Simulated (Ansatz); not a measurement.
Ca3PbN, space group Pm-3m: a test of the smearing width, run with the Ansatz DFT code, driven from Python.

`smear.py`:
```python
"""Smearing width test for Ca3PbN."""

import csv

import ansatz as az
import numpy as np

vectors = np.array([
    [5.953987, 0.0, 0.0],
    [0.0, 5.953987, 0.0],
    [0.0, 0.0, 5.953987],
])
ca3pbn = (
    az.Lattice.of(vectors)
    .atom("Ca", [0.5, 0.5, 0.0])
    .atom("Ca", [0.5, 0.0, 0.5])
    .atom("Ca", [0.0, 0.5, 0.5])
    .atom("Pb", [0.5, 0.5, 0.5])
    .atom("N", [0.0, 0.0, 0.0])
)

calc = (
    ca3pbn.calculation()
    .functional(az.Functional.PBESOL)
    .kpoints(density=2.7)
    .scf(algorithm="density_mixing")
)

rows = []
for value in [0.5, 0.3, 0.2, 0.1]:
    data = calc.occupations("fermi_dirac", width=value).run(threads=1).report
    rows.append((value, data["free_energy_ev"] / len(data["lattice"]["sites"]), data["n_iterations"], data["n_kpoints"]))

with open("smear.csv", "w", newline="") as handle:
    writer = csv.writer(handle)
    writer.writerow(["width (eV)", "F/atom (eV)", "iterations", "k-points"])
    writer.writerows([round(v, 5) if isinstance(v, float) else v for v in row] for row in rows)

# the last row is the reference
for row in rows[:-1]:
    shift = 1000 * (row[1] - rows[-1][1])
    print(f"{row[0]}: {shift:+.2f} meV/atom" + ("  (within 1 meV)" if abs(shift) < 1 else ""))
```

How much does the free energy per atom change between the narrowest and the widest smearing, and why?

Going from 0.1 to 0.5 eV changes F by -337.9 meV an atom. With this scheme F falls roughly as the square of the width; the report's estimate for zero width (energy_sigma0_ev) moves by only -3.6 meV.

The run itself:

```console
$ python smear.py
DeckWarning: basis.ecutwfc = 420 eV, auto-derived from the records' recommended cutoffs: set by Ca (normal level)
0.5: -337.94 meV/atom
0.3: -116.93 meV/atom
0.2: -49.32 meV/atom
```
(Warnings from the package without file and line.)

It writes `smear.csv`:
```csv
width (eV),F/atom (eV),iterations,k-points
0.5,-3502.35143,8,4
0.3,-3502.13041,8,4
0.2,-3502.06281,8,4
0.1,-3502.01348,8,4
```

What to keep in mind:
- The mesh is modest for a metal, so energies can be off by several to tens of meV an atom and pressures by half a GPa or more; differences at equal mesh fare better.
- The smearing is wide enough that free energy and stress hold a thermal part of the electrons.
- The narrowest width needs the finest mesh, so the last row is no converged reference.
- Spin-orbit coupling, which matters for elements this heavy, is left out.
- This cell is a computed structure, which may not be the phase found in nature.
- The whole script took 9.4 s on 1 thread of Arm Neoverse V1, with other jobs on the host, peak memory 0.45 GiB.

(Lines on the test bed's own set-up are left out of the output.)
